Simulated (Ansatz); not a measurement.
# C₂H₆N₂Si: small, medium and large basis sets

One table from this session's results is given with a row withheld; the runs are named, their logs left out.

Computed with Ansatz 0.2.0, Gaussian basis. Level: one geometry, several basis sets.

The runs, in order: PBE0-D4/def2-SVP; ωB97M-V/def2-SVP; PBE0-D4/def2-QZVPP; ωB97M-V/def2-QZVPP; the functionals' def2-TZVPP values are taken from earlier runs.

### Structure used throughout

All runs share one geometry, relaxed beforehand with PBE0-D4 in a triple-zeta def2 set.

SMILES `N[SiH]1C=CN1`, 11 atoms, charge 0, spin multiplicity 1.

Atoms are counted from 1 here; the program's logs count them from 0.

Bond lengths: N1–Si2 1.696 Å, N1–H6 1.005 Å, N1–H7 1.006 Å, Si2–C3 1.832 Å, Si2–N5 1.791 Å, Si2–H8 1.485 Å, C3–C4 1.352 Å, C3–H9 1.077 Å, C4–N5 1.406 Å, C4–H10 1.090 Å, N5–H11 1.010 Å. Angles: Si2–N1–H6 122.5°, Si2–N1–H7 122.8°, H6–N1–H7 112.8°, N1–Si2–C3 123.1°, N1–Si2–N5 120.6°, N1–Si2–H8 105.4°, C3–Si2–N5 76.9°, C3–Si2–H8 118.0°, N5–Si2–H8 110.9°, Si2–C3–C4 86.0°, Si2–C3–H9 145.6°, C4–C3–H9 128.1°, C3–C4–N5 109.6°, C3–C4–H10 129.7°, N5–C4–H10 120.7°, Si2–N5–C4 86.1°, Si2–N5–H11 129.3°, C4–N5–H11 117.9°.

Coordinates:

```
N    -0.1719    0.8021    1.8746
Si   -0.2924   -0.2232    0.5296
C    -0.8086    0.3604   -1.1287
C     0.3389   -0.1959   -1.5784
N     1.1422   -0.5659   -0.4859
H    -0.2044    0.4593    2.8189
H     0.1829    1.7414    1.8136
H    -0.8897   -1.4815    1.0438
H    -1.5921    0.8240   -1.7034
H     0.6777   -0.3626   -2.6005
H     1.6829   -1.4150   -0.5628
```

The first run:

File in.yaml:

```yaml
crystal:
  periodic: [false, false, false]
  atoms:
    - {symbol: N, position_ang: [-0.171901, 0.802128, 1.874642]}
    - {symbol: Si, position_ang: [-0.292449, -0.223228, 0.529567]}
    - {symbol: C, position_ang: [-0.808620, 0.360386, -1.128722]}
    - {symbol: C, position_ang: [0.338913, -0.195912, -1.578423]}
    - {symbol: N, position_ang: [1.142216, -0.565902, -0.485855]}
    - {symbol: H, position_ang: [-0.204428, 0.459252, 2.818883]}
    - {symbol: H, position_ang: [0.182862, 1.741355, 1.813551]}
    - {symbol: H, position_ang: [-0.889740, -1.481484, 1.043807]}
    - {symbol: H, position_ang: [-1.592090, 0.823962, -1.703410]}
    - {symbol: H, position_ang: [0.677717, -0.362562, -2.600504]}
    - {symbol: H, position_ang: [1.682919, -1.414993, -0.562834]}
basis:
  gaussian: {orbitals: def2-SVP}
hamiltonian: {xc: pbe0, dispersion: d4}
output: {orbitals: {seedname: orbitals}}
```

Run with:

```bash
ansatz run in.yaml --threads 4 --pin off --events-out ev --progress --plain --max-ram 10444MiB
```

Among the steps run: PBE0-D4 in def2-SVP; ωB97M-V in def2-SVP; PBE0-D4 in def2-QZVPP; ωB97M-V in def2-QZVPP.

One of the session's tables, all rows but one given; the rest of the session is left out.

| functional | basis | HOMO (eV) | LUMO (eV) |
| --- | --- | --- | --- |
| PBE0-D4 | def2-SVP | -5.78 | 0.46 |
| PBE0-D4 | def2-TZVPP | -5.98 | 0.14 |
| PBE0-D4 | def2-QZVPP | ? | ? |
| ωB97M-V | def2-SVP | -7.98 | 2.56 |
| ωB97M-V | def2-TZVPP | -8.19 | 2.01 |
| ωB97M-V | def2-QZVPP | -8.23 | 1.63 |

**Question.** Estimate the row for PBE0-D4, def2-QZVPP.

**Answer.** HOMO (eV): -6.02; LUMO (eV): 0.02. In the column «HOMO (eV)» it lies between ωB97M-V, def2-SVP (-7.98) and PBE0-D4, def2-TZVPP (-5.98).
